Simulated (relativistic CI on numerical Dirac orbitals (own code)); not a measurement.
**Hg: one ion under different settings**

Aim: see what numerical and physical settings do to the SCF, the total energy and the lowest levels of Hg.

Program: relativistic CI on numerical Dirac orbitals (own code) version 3. Level of theory: Dirac-Coulomb-Breit CI, KLI orbitals optimised for each configuration, model QED (radiative potential, 1s self-energy scaled to tabulated hydrogen-like ionisation energies), numerical settings as typed. These are calculated values, not measurements, unless marked.

**1. The atom as given**

- ion: Hg (Hg I)
- nuclear charge: 80
- electrons: 80
- isotope: A = 202

**2. An attempt**

Input settings:

```ini
atom Hg  Z=80  charge=0  electrons=80
nucleus A=202  rms_radius_fm=5.4648
hamiltonian dirac-coulomb  breit=on  qed=on  c_scale=1
orbitals kli  potential=per-configuration
slater_scale 1
correlation none
mixing on
grid step=0.0125 r_max=323.6
scf mixing=0.4 start=green max_iterations=6 tolerance=2e-08 node_fill=0.05
configurations
  [Xe] 4f14 5d10 6s2
  [Xe] 4f14 5d10 6s 6p
  [Xe] 4f14 5d10 6s 6d
  [Xe] 4f14 5d10 6p2
  [Xe] 4f14 5d10 6s 7s
end
```

Run with:

```sh
$ python run_levels.py task.json out
```

task.json lists these runs, among others, and the program works through them in turn.

Results of the run (chosen fields of its result record, rounded):

```text
{
  "status": "not_converged",
  "warnings": ["SCF of 1s2 2s2 2p6 3s2 3p6 3d10 4s2 4p6 4d10 4f14 5s2 5p6 5d10 6s2 did not converge"],
  "scf_steps of the first configuration [iteration, E_Ha, residual, outer_eigenvalue_Ha]": [
    [1, -19629.27291, 2.5, -0.753],
    [2, -19647.75992, 0.63, -0.366],
    [3, -19648.57606, 0.305, -0.3365],
    [4, -19648.81613, 0.0869, -0.3483],
    [5, -19648.8199, 0.038, -0.34],
    [6, -19648.81858, 0.00314, -0.3298]
  ]
}
```

Run time: 0.05 s. Hardware: 1 thread, shared host.

Diagnosis: the run ended without a result. The SCF ran into its iteration limit before the residual met the tolerance. The input had iteration limit 6. The cure is to restore the usual settings of the SCF.

**3. With the usual settings**

The settings differ from step 2 so:

```diff
@@ -8,3 +8,3 @@
 grid step=0.0125 r_max=323.6
-scf mixing=0.4 start=green max_iterations=6 tolerance=2e-08 node_fill=0.05
+scf mixing=0.4 start=green max_iterations=150 tolerance=2e-08 node_fill=0.05
 configurations
```

From the record:

```text
{
  "status": "converged",
  "levels [i, E_cm, J2, conf, term, w_term, w_jj]": [
    [0, 0, 0, "6s2", "1S", 0.9626, 0.9626],
    [1, 29615.823, 0, "6s 6p", "3P*", 1, 1],
    [2, 31833.393, 2, "6s 6p", "3P*", 0.9941, 0.7366],
    [3, 36195.814, 4, "6s 6p", "3P*", 1, 1],
    [4, 51469.127, 2, "6s 7s", "3S", 0.9995, 0.9995],
    [5, 53389.403, 0, "6s 7s", "1S", 0.9944, 0.9944],
    [6, 53420.445, 2, "6s 6p", "1P*", 0.9941, 0.7366],
    [7, 59444.97, 4, "6s 6d", "1D", 0.9776, 0.6562],
    [8, 59719.118, 2, "6s 6d", "3D", 0.9999, 0.9999],
    [9, 59739.215, 4, "6s 6d", "3D", 0.9949, 0.6679],
    [10, 59774.279, 6, "6s 6d", "3D", 1, 1],
    [11, 81731.809, 0, "6p2", "3P", 0.9599, 0.822],
    [12, 83833.48, 2, "6p2", "3P", 0.9995, 0.9995],
    [13, 86537.373, 4, "6p2", "3P", 0.809, 0.7597],
    "... 2 more rows left out ..."
  ],
  "total_energy [Ha]": -19610.649167,
  "n_levels_all": 16,
  "overlap": 1.43255e-11,
  "scf_iterations": [14, 14, 14, 13, 13],
  "orbital_energies [Ha]": {"1s": -3047.13, "2s": -539.51, "2p1/2": -517.616, "2p3/2": -446.228, "3s": -128.058, "3p1/2": -118.194, "3p3/2": -102.38, "3d3/2": -86.0522, "3d5/2": -82.6659, "4s": -28.3182, "4p1/2": -24.0808, "4p3/2": -20.2716, "4d3/2": -13.3447, "4d5/2": -12.6341, "4f5/2": -3.71966, "4f7/2": -3.56632, "5s": -4.39395, "5p1/2": -3.00324, "5p3/2": -2.34359, "5d3/2": -0.4902, "5d5/2": -0.423941, "6s": -0.330138},
  "configurations [conf, odd, states, E_av_Ha, breit_Ha, qed_Ha]": [
    ["6s2", 0, 1, -19648.81921, 22.65, 15.54],
    ["6s 6p", 1, 12, -19648.65788, 22.65, 15.54],
    ["6s 6d", 0, 20, -19648.5622, 22.65, 15.54],
    ["6p2", 0, 15, -19648.42887, 22.65, 15.54],
    ["6s 7s", 0, 4, -19648.59793, 22.65, 15.54]
  ],
  "scf_steps of the first configuration [iteration, E_Ha, residual, outer_eigenvalue_Ha]": [
    [1, -19629.27291, 2.5, -0.753],
    [2, -19647.75992, 0.63, -0.366],
    [3, -19648.57606, 0.305, -0.3365],
    [4, -19648.81613, 0.0869, -0.3483],
    [5, -19648.8199, 0.038, -0.34],
    [6, -19648.81858, 0.00314, -0.3298],
    [7, -19648.81901, 0.00133, -0.3299],
    [8, -19648.81926, 0.000409, -0.3302],
    [9, -19648.8192, 5.26e-05, -0.3301],
    [10, -19648.81921, 3.98e-06, -0.3301],
    [11, -19648.81921, 6.99e-07, -0.3301],
    [12, -19648.81921, 3.8e-07, -0.3301],
    [13, -19648.81921, 2.64e-08, -0.3301],
    [14, -19648.81921, 1.88e-09, -0.3301]
  ]
}
```

Wall time 0.69 s (1 thread, shared host).

**4. Speed-of-light factor 0.8**

The settings differ from step 3 so:

```diff
@@ -2,3 +2,3 @@
 nucleus A=202  rms_radius_fm=5.4648
-hamiltonian dirac-coulomb  breit=on  qed=on  c_scale=1
+hamiltonian dirac-coulomb  breit=on  qed=on  c_scale=0.8
 orbitals kli  potential=per-configuration
```

From the record:

```text
{
  "status": "converged",
  "levels [i, E_cm, J2, conf, term, w_term]": [
    [0, 0, 0, "6s2", "1S", 0.9737],
    [1, 38756.311, 0, "6s 6p", "3P*", 1],
    [2, 43429.951, 2, "6s 6p", "3P*", 0.9737],
    [3, 52931.761, 4, "6s 6p", "3P*", 1],
    [4, 65471.134, 2, "6s 7s", "3S", 0.9991],
    [5, 67271.929, 0, "6s 7s", "1S", 0.9945],
    [6, 67383.121, 2, "6s 6p", "1P*", 0.9737],
    [7, 75050.758, 4, "6s 6d", "1D", 0.9823],
    "... 8 more rows left out ..."
  ],
  "total_energy [Ha]": -20556.198617,
  "n_levels_all": 16,
  "overlap": 1.19743e-11,
  "scf_iterations": [15, 13, 14, 12, 13],
  "orbital_energies [Ha]": {"1s": -3279.43, "2s": -604.325, "2p1/2": -579.015, "2p3/2": -446.983, "3s": -144.038, "3p1/2": -132.97, "3p3/2": -103.47, "3d3/2": -86.6647, "3d5/2": -81.3364, "4s": -32.4902, "4p1/2": -27.7705, "4p3/2": -20.5958, "4d3/2": -13.5154, "4d5/2": -12.3933, "4f5/2": -3.5222, "4f7/2": -3.29382, "5s": -5.30039, "5p1/2": -3.72167, "5p3/2": -2.45714, "5d3/2": -0.580394, "5d5/2": -0.479684, "6s": -0.513419},
  "configurations [conf, odd, states, E_av_Ha, breit_Ha, qed_Ha]": [
    ["6s2", 0, 1, -20619.97244, 38.27, 25.52],
    ["6s 6p", 1, 12, -20619.74259, 38.27, 25.52],
    ["6s 6d", 0, 20, -20619.64084, 38.27, 25.52],
    ["6p2", 0, 15, -20619.43571, 38.27, 25.51],
    ["6s 7s", 0, 4, -20619.68308, 38.27, 25.52]
  ],
  "scf_steps of the first configuration [iteration, E_Ha, residual, outer_eigenvalue_Ha]": [
    [1, -20588.33782, 2.92, -0.9736],
    [2, -20617.72716, 0.888, -0.4431],
    [3, -20619.41099, 0.448, -0.4607],
    [4, -20619.94821, 0.108, -0.5106],
    [5, -20619.97086, 0.0348, -0.5152],
    [6, -20619.97281, 0.0114, -0.5128],
    [7, -20619.97266, 0.00304, -0.5131],
    [8, -20619.97262, 0.00158, -0.5134],
    [9, -20619.97249, 0.000342, -0.5134],
    [10, -20619.97244, 3.37e-05, -0.5134],
    [11, -20619.97244, 1.26e-06, -0.5134],
    [12, -20619.97244, 8.35e-07, -0.5134],
    [13, -20619.97244, 4.48e-07, -0.5134],
    [14, -20619.97244, 8.98e-08, -0.5134],
    [15, -20619.97244, 1.32e-08, -0.5134]
  ]
}
```

Wall time 0.69 s (1 thread, shared host).

A changed speed of light describes a fictitious ion. The QED potentials keep the true α.

**5. Start potential bare, iteration limit 30, speed-of-light factor 10**

Input settings:

```ini
atom Hg  Z=80  charge=0  electrons=80
nucleus A=202  rms_radius_fm=5.4648
hamiltonian dirac-coulomb  breit=on  qed=on  c_scale=10
orbitals kli  potential=per-configuration
slater_scale 1
correlation none
mixing on
grid step=0.0125 r_max=323.6
scf mixing=0.4 start=bare max_iterations=30 tolerance=2e-08 node_fill=0.05
configurations
  [Xe] 4f14 5d10 6s2
  [Xe] 4f14 5d10 6s 6p
  [Xe] 4f14 5d10 6s 6d
  [Xe] 4f14 5d10 6p2
  [Xe] 4f14 5d10 6s 7s
end
```

From the record:

```text
{
  "status": "converged",
  "levels [i, E_cm, J2, conf, term, w_term]": [
    [0, 0, 0, "6s2", "1S", 0.9379],
    [1, 22099.961, 0, "6s 6p", "3P*", 1],
    [2, 22114.87, 2, "6s 6p", "3P*", 1],
    [3, 22144.69, 4, "6s 6p", "3P*", 1],
    [4, 40757.677, 2, "6s 7s", "3S", 1],
    [5, 42135.127, 2, "6s 6p", "1P*", 1],
    [6, 42964.237, 0, "6s 7s", "1S", 0.9963],
    [7, 46221.599, 4, "6s 6d", "1D", 0.9211],
    "... 8 more rows left out ..."
  ],
  "total_energy [Ha]": -18411.688504,
  "n_levels_all": 16,
  "overlap": 1.5277e-11,
  "scf_iterations": [23, 23, 24, 23, 29],
  "orbital_energies [Ha]": {"1s": -2757.4, "2s": -461.682, "2p1/2": -444.034, "2p3/2": -443.468, "3s": -108.727, "3p1/2": -100.401, "3p3/2": -100.278, "3d3/2": -84.7608, "3d5/2": -84.7276, "4s": -23.4596, "4p1/2": -19.8428, "4p3/2": -19.8135, "4d3/2": -13.1607, "4d5/2": -13.1538, "4f5/2": -4.2107, "4f7/2": -4.20906, "5s": -3.48695, "5p1/2": -2.32788, "5p3/2": -2.32291, "5d3/2": -0.519132, "5d5/2": -0.518451, "6s": -0.260778},
  "configurations [conf, odd, states, E_av_Ha, breit_Ha, qed_Ha]": [
    ["6s2", 0, 1, -18418.67611, 0.2049, 6.804],
    ["6s 6p", 1, 12, -18418.5741, 0.2049, 6.804],
    ["6s 6d", 0, 20, -18418.48189, 0.2049, 6.804],
    ["6p2", 0, 15, -18418.41642, 0.2049, 6.804],
    ["6s 7s", 0, 4, -18418.50943, 0.2049, 6.804]
  ],
  "scf_steps of the first configuration [iteration, E_Ha, residual, outer_eigenvalue_Ha]": [
    [1, -16047.93848, 19.4, -88.93],
    [2, -17688.39653, 12.5, -40.35],
    [3, -17517.54067, 14.4, -0.874],
    [4, -17808.15517, 11.3, -1.243],
    [5, -17602.61936, 14.2, -1.835],
    [6, -18346.66409, 4.46, -0.02002],
    [7, -18397.62416, 2.58, -0.07427],
    [8, -18394.57882, 2.75, -0.07638],
    [9, -18418.51703, 0.31, -0.2797],
    [10, -18418.59611, 0.157, -0.3241],
    ["...", "...", "...", "..."],
    [14, -18418.672, 0.0285, -0.2538],
    [15, -18418.67453, 0.0129, -0.2567],
    [16, -18418.67604, 0.000585, -0.2606],
    [17, -18418.67611, 3.73e-05, -0.2608],
    [18, -18418.67611, 2.53e-05, -0.2608],
    [19, -18418.67611, 1.56e-05, -0.2608],
    [20, -18418.67611, 1.93e-06, -0.2608],
    [21, -18418.67611, 1.04e-07, -0.2608],
    [22, -18418.67611, 3.79e-08, -0.2608],
    [23, -18418.67611, 1.27e-08, -0.2608]
  ]
}
```

Wall time 1.1 s (1 thread, shared host).

A changed speed of light describes a fictitious ion. The QED potentials keep the true α.

**6. Grid step 0.03**

Input settings:

```ini
atom Hg  Z=80  charge=0  electrons=80
nucleus A=202  rms_radius_fm=5.4648
hamiltonian dirac-coulomb  breit=on  qed=on  c_scale=1
orbitals kli  potential=per-configuration
slater_scale 1
correlation none
mixing on
grid step=0.03 r_max=323.6
scf mixing=0.4 start=green max_iterations=150 tolerance=2e-08 node_fill=0.05
configurations
  [Xe] 4f14 5d10 6s2
  [Xe] 4f14 5d10 6s 6p
  [Xe] 4f14 5d10 6s 6d
  [Xe] 4f14 5d10 6p2
  [Xe] 4f14 5d10 6s 7s
end
```

From the record:

```text
{
  "status": "converged",
  "levels [i, E_cm, J2, conf, term, w_term]": [
    [0, 0, 0, "6s2", "1S", 0.9626],
    [1, 29615.799, 0, "6s 6p", "3P*", 1],
    [2, 31833.366, 2, "6s 6p", "3P*", 0.9941],
    [3, 36195.781, 4, "6s 6p", "3P*", 1],
    [4, 51469.071, 2, "6s 7s", "3S", 0.9995],
    [5, 53389.345, 0, "6s 7s", "1S", 0.9944],
    [6, 53420.404, 2, "6s 6p", "1P*", 0.9941],
    [7, 59444.907, 4, "6s 6d", "1D", 0.9776],
    "... 8 more rows left out ..."
  ],
  "total_energy [Ha]": -19610.648633,
  "n_levels_all": 16,
  "overlap": 6.07757e-09,
  "scf_iterations": [14, 14, 14, 13, 13],
  "orbital_energies [Ha]": {"1s": -3047.13, "2s": -539.51, "2p1/2": -517.616, "2p3/2": -446.228, "3s": -128.058, "3p1/2": -118.194, "3p3/2": -102.38, "3d3/2": -86.0522, "3d5/2": -82.6659, "4s": -28.3182, "4p1/2": -24.0808, "4p3/2": -20.2716, "4d3/2": -13.3447, "4d5/2": -12.6341, "4f5/2": -3.71966, "4f7/2": -3.56632, "5s": -4.39395, "5p1/2": -3.00324, "5p3/2": -2.34359, "5d3/2": -0.490199, "5d5/2": -0.423941, "6s": -0.330138},
  "configurations [conf, odd, states, E_av_Ha, breit_Ha, qed_Ha]": [
    ["6s2", 0, 1, -19648.81858, 22.65, 15.54],
    ["6s 6p", 1, 12, -19648.65725, 22.65, 15.54],
    ["6s 6d", 0, 20, -19648.56156, 22.65, 15.54],
    ["6p2", 0, 15, -19648.42824, 22.65, 15.54],
    ["6s 7s", 0, 4, -19648.5973, 22.65, 15.54]
  ],
  "scf_steps of the first configuration [iteration, E_Ha, residual, outer_eigenvalue_Ha]": [
    [1, -19629.27229, 2.5, -0.753],
    [2, -19647.75929, 0.63, -0.366],
    [3, -19648.57543, 0.305, -0.3365],
    [4, -19648.81549, 0.0869, -0.3483],
    [5, -19648.81926, 0.038, -0.34],
    [6, -19648.81795, 0.00313, -0.3298],
    [7, -19648.81838, 0.00133, -0.3299],
    [8, -19648.81863, 0.000408, -0.3302],
    [9, -19648.81857, 5.24e-05, -0.3301],
    [10, -19648.81858, 3.91e-06, -0.3301],
    [11, -19648.81858, 6.97e-07, -0.3301],
    [12, -19648.81858, 3.79e-07, -0.3301],
    [13, -19648.81858, 2.63e-08, -0.3301],
    [14, -19648.81858, 1.88e-09, -0.3301]
  ]
}
```

It took 0.31 s on 1 thread, shared host.

**7. Potential mixing 2.5**

The settings differ from step 6 so:

```diff
@@ -7,4 +7,4 @@
 mixing on
-grid step=0.03 r_max=323.6
-scf mixing=0.4 start=green max_iterations=150 tolerance=2e-08 node_fill=0.05
+grid step=0.0125 r_max=323.6
+scf mixing=2.5 start=green max_iterations=53 tolerance=2e-08 node_fill=0.05
 configurations
```

From the record:

```text
{
  "status": "converged",
  "levels [i, E_cm, J2, conf, term, w_term]": [
    [0, 0, 0, "6s2", "1S", 0.9626],
    [1, 29615.824, 0, "6s 6p", "3P*", 1],
    [2, 31833.394, 2, "6s 6p", "3P*", 0.9941],
    [3, 36195.815, 4, "6s 6p", "3P*", 1],
    [4, 51469.126, 2, "6s 7s", "3S", 0.9995],
    [5, 53389.402, 0, "6s 7s", "1S", 0.9944],
    [6, 53420.445, 2, "6s 6p", "1P*", 0.9941],
    [7, 59444.972, 4, "6s 6d", "1D", 0.9776],
    "... 8 more rows left out ..."
  ],
  "total_energy [Ha]": -19610.649167,
  "n_levels_all": 16,
  "overlap": 1.43239e-11,
  "scf_iterations": [29, 26, 34, 25, 31],
  "orbital_energies [Ha]": {"1s": -3047.13, "2s": -539.51, "2p1/2": -517.616, "2p3/2": -446.228, "3s": -128.058, "3p1/2": -118.194, "3p3/2": -102.38, "3d3/2": -86.0522, "3d5/2": -82.6659, "4s": -28.3182, "4p1/2": -24.0808, "4p3/2": -20.2716, "4d3/2": -13.3447, "4d5/2": -12.6341, "4f5/2": -3.71966, "4f7/2": -3.56632, "5s": -4.39395, "5p1/2": -3.00324, "5p3/2": -2.34359, "5d3/2": -0.4902, "5d5/2": -0.423941, "6s": -0.330138},
  "configurations [conf, odd, states, E_av_Ha, breit_Ha, qed_Ha]": [
    ["6s2", 0, 1, -19648.81921, 22.65, 15.54],
    ["6s 6p", 1, 12, -19648.65788, 22.65, 15.54],
    ["6s 6d", 0, 20, -19648.5622, 22.65, 15.54],
    ["6p2", 0, 15, -19648.42887, 22.65, 15.54],
    ["6s 7s", 0, 4, -19648.59793, 22.65, 15.54]
  ],
  "scf_steps of the first configuration [iteration, E_Ha, residual, outer_eigenvalue_Ha]": [
    [1, -19629.27291, 2.5, -0.753],
    [2, -18356.29598, 33, -0.05188],
    [3, -19379.20522, 6.79, -1.886],
    [4, -19641.90679, 1.61, -0.8389],
    [5, -19646.67794, 1.18, -0.8162],
    [6, -19647.83898, 0.855, -0.7915],
    [7, -19648.2077, 0.709, -0.7629],
    [8, -19648.62404, 0.448, -0.7094],
    [9, -19648.52034, 0.52, -0.6733],
    [10, -19648.74038, 0.117, -0.4652],
    ["...", "...", "...", "..."],
    [20, -19648.81924, 0.000234, -0.3301],
    [21, -19648.81918, 0.000137, -0.3302],
    [22, -19648.81922, 7.5e-05, -0.3301],
    [23, -19648.81921, 5.34e-06, -0.3301],
    [24, -19648.81921, 1.31e-05, -0.3301],
    [25, -19648.81921, 2.41e-06, -0.3301],
    [26, -19648.81921, 3.16e-07, -0.3301],
    [27, -19648.81921, 4.04e-07, -0.3301],
    [28, -19648.81921, 1.94e-07, -0.3301],
    [29, -19648.81921, 8.62e-09, -0.3301]
  ]
}
```

Wall time 1.2 s (1 thread, shared host).

The value lies outside the usual range, yet the result is unchanged in this case.

**8. Comparison**

| setting | total energy less usual (Ha) | largest shift of a level among the lowest eight of both runs, same label and place (cm⁻¹) | SCF iterations | time | lowest level | kind of change |
| --- | --- | --- | --- | --- | --- | --- |
| usual | 0 | 0 | 68 | 0.69 s | 6s2 1S0 | - |
| speed-of-light factor 0.8 | -946 | 16700 | 67 | 0.69 s | 6s2 1S0 | unphysical constant |
| start potential bare, iteration limit 30, speed-of-light factor 10 | 1.2e+03 | 14100 | 122 | 1.1 s | 6s2 1S0 | unphysical constant |
| grid step 0.03 | 0.000534 | 0.0630 | 68 | 0.31 s | 6s2 1S0 | numerical |
| potential mixing 2.5 | 0 | 0 | 145 | 1.2 s | 6s2 1S0 | extreme, harmless here |

**9. Outcome**

```
                    quantity           value
lowest level, usual settings         6s2 1S0
                total energy  -19610.6492 Ha
            first excitation      29616 cm⁻¹
       runs without a result               1
```

Among the runs whose levels can be followed, they move most under «speed-of-light factor 0.8» (unphysical constant), by up to 16700 cm⁻¹. No visible change in the result comes from «potential mixing 2.5». «Potential mixing 2.5» costs 145 SCF iterations against 68. Only the listed configurations are in the model. Near neutrality, missing correlation can shift configurations against each other by thousands of cm⁻¹.
